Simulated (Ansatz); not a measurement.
Geometry optimisation, DFT PBE, scalar-relativistic, plane waves, PAW in Ansatz 0.2.0.

Input file:

```yaml
crystal:
  lattice:
    - [6.42, 0.0, 0.0]
    - [-4.815, 8.339825, 0.0]
    - [0.0, 0.0, 5.21304]
  atoms:
    - { symbol: Mg, position: [0.0, 0.0, 0.0] }
    - { symbol: Mg, position: [0.16666666, 0.22222221, 0.5] }
    - { symbol: Mg, position: [-1.0e-08, 0.33333332, 0.0] }
    - { symbol: Mg, position: [0.16666665, 0.55555553, 0.5] }
    - { symbol: Mg, position: [-2.0e-08, 0.66666664, 0.0] }
    - { symbol: Mg, position: [0.16666664, 0.88888885, 0.5] }
    - { symbol: Mg, position: [0.5, 0.0, 0.0] }
    - { symbol: Mg, position: [0.66666666, 0.22222221, 0.5] }
    - { symbol: Mg, position: [0.49999999, 0.33333332, 0.0] }
    - { symbol: Mg, position: [0.66666665, 0.55555553, 0.5] }
    - { symbol: Mg, position: [0.49999998, 0.66666664, 0.0] }
    - { symbol: Mg, position: [0.66666664, 0.88888885, 0.5] }
    - { symbol: H, position: [0.33506477, 0.11717752, 0.7344261] }
basis:
  ecutwfc: 420.0
kpoints:
  mp_grid: { grid: [3, 2, 3] }
hamiltonian:
  xc: pbe
scf:
  occupations: { method: gaussian, width: 0.05 }
  lower_state_search: "off"
relax:
  f_tol: 0.03
  max_steps: 60
  adjacent_minimum: "off"
```

Run as:

```bash
$ ansatz run input.yaml --threads 2 --pin off --max-ram 5120MiB --backend cpu --events-out ev --progress --plain --runs-dir out
```

Problem. Where does it end, and by what steps?

Solution. The run converged. Limits of this set-up: odd electron count without spin, a small cell, in which the defect meets its images. After 2 steps the energy has fallen by 0.007 eV; Mg7 moved furthest, 0.03 Å.

```tsv
step	energy less start (eV)	largest force component (eV/Å)	accepted
0	0.0000	0.071	yes
1	-0.0026	0.074	yes
2	-0.0066	0.026	yes
```

```xyz
13
Lattice="6.4200 0.0000 0.0000 -4.8150 8.3398 0.0000 0.0000 0.0000 5.2130" Properties=species:S:1:pos:R:3
Mg 0.006 -0.009 0.019
Mg 0.009 1.860 2.583
Mg -1.603 2.789 -0.014
Mg -1.600 4.629 2.595
Mg -3.205 5.568 -0.019
Mg -3.202 7.423 2.598
Mg 3.207 -0.009 0.025
Mg 3.199 1.860 2.588
Mg 1.596 2.778 0.007
Mg 1.601 4.633 2.618
Mg -0.006 5.561 0.005
Mg -0.003 7.405 2.619
H 1.589 0.970 3.844
```

Whether the end is a true minimum wasn't checked by a vibrational analysis.

Time of the run: 9.5 s on 2 threads of INTEL(R) XEON(R) PLATINUM 8581C CPU @ 2.10GHz (Emerald Rapids), on a shared host, peak memory 0.65 GiB.
